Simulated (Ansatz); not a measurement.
BFH₃N, SMILES NBF: the interaction energy of a dimer with the counterpoise correction, run with Ansatz's Python interface.

`dimer_bfh3n.py`:
```python
"""Binding of a BFH3N dimer at a trial geometry."""

from dataclasses import dataclass

import ansatz


@dataclass
class Options:
    basis_set: str = "def2-SVPD"
    functional: str = "hf"


cfg = Options()

FIRST = [
    ("N", (-0.6786, 0.2052, -0.4558)),
    ("B", (0.3654, -0.0857, 0.5305)),
    ("F", (0.1563, 0.231, 1.916)),
    ("H", (-0.9133, -0.6322, -0.9464)),
    ("H", (-0.2987, 0.8628, -1.2098)),
    ("H", (1.3689, -0.5809, 0.1655)),
]
SECOND = [
    ("N", (4.3181, -0.1556, -1.9941)),
    ("B", (3.143, 0.7186, -1.9467)),
    ("F", (3.0119, 1.6936, -0.8999)),
    ("H", (4.7655, -0.0612, -2.8818)),
    ("H", (4.0151, -1.1811, -1.9517)),
    ("H", (2.3176, 0.6055, -2.7782)),
]

def energy(atoms, ghosts=()):
    molecule = ansatz.Crystal.molecule()
    for symbol, xyz in atoms:
        molecule = molecule.atom(symbol, xyz)
    calc = (
        molecule.calculation()
        .basis(gaussian=cfg.basis_set)
        .functional(cfg.functional)
    )
    deck = calc.input()
    if ghosts:
        deck = deck.set(ansatz.key.basis.gaussian.ghost_atoms, [{"symbol": s, "position_ang": list(xyz)} for s, xyz in ghosts])
    return ansatz.Session.from_dict(deck).plan().execute().report["free_energy_ev"]

# ghost atoms carry the functions of the partner
both = energy(FIRST + SECOND)
alone = energy(FIRST) + energy(SECOND)
ghosted = energy(FIRST, SECOND) + energy(SECOND, FIRST)
print(f"dimer {both:.6f} eV")
print(f"interaction, uncorrected   {23.060548 * (both - alone):8.3f} kcal/mol")
print(f"interaction, counterpoise  {23.060548 * (both - ghosted):8.3f} kcal/mol")
print(f"basis-set superposition    {23.060548 * (alone - ghosted):8.3f} kcal/mol")
```

How large is the interaction at this pose, and how much of it is basis-set superposition?

Uncorrected it is -0.240 kcal/mol, with the counterpoise correction 0.272 kcal/mol; the difference, 0.51 kcal/mol, is the superposition error. The sign changes with the correction, so this basis doesn't settle it.

The output:

`python dimer_bfh3n.py` gives:
```text
dimer -9809.493770 eV
interaction, uncorrected     -0.240 kcal/mol
interaction, counterpoise     0.272 kcal/mol
basis-set superposition       0.512 kcal/mol
```

The settings weren't tested for convergence. The dimer is a generated trial pose of unrelaxed monomers, not a minimum, so the figure is no binding energy, and the basis set is small. Hartree-Fock leaves correlation out, so bond, atomisation and ionisation energies come out well too low. This level lacks the dispersion part of the attraction (electrostatics and induction are there), which can decide the sign where the interaction is weak. Hardware and time: 5.6 s on 1 thread of Arm Neoverse V1 (shared host), peak memory 0.36 GiB.

(Lines on the test bed's own set-up are left out of the output.)
